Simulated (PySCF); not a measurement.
BSH3, in a box:

```xyz
5
Lattice="13.0000 0.0000 0.0000 0.0000 12.0000 0.0000 0.0000 0.0000 10.0000" Properties=species:S:1:pos:R:3 pbc="T T T"
B     6.1310    5.6664    5.1360
S     6.7285    7.2619    4.8873
H     5.0225    5.5267    5.3078
H     6.9262    4.7479    5.1153
H     8.0633    7.0910    4.7331
```

The cell isn't the ideal one: atoms moved at random, drawn with an rms of 0.05 Å.

Program: PySCF 2.14.0. Alike in all runs: task atomic charges; potentials or basis cc-pvdz (all-electron); no spin polarisation; cell atoms moved at random, drawn with an rms of 0.05 Å; k mesh 1 × 1 × 1; smearing fixed.

Question: Order these runs on this cell by their band gap on the k mesh, lowest first.
A. level B3LYP5+D3(BJM); three-body dispersion term no; exxdiv ewald
B. level HLE16
C. level TPSSh+D3(OP); three-body dispersion term no; exxdiv ewald
D. level LDA

Answer: D (5.23 eV), B (5.75 eV), C (6.43 eV), A (7.00 eV).

Caveats: this is a molecule in a periodic box at the Γ point, so its band gap is the HOMO-LUMO gap; the basis of atomic orbitals isn't converged, which shifts pressures, moduli and gaps.

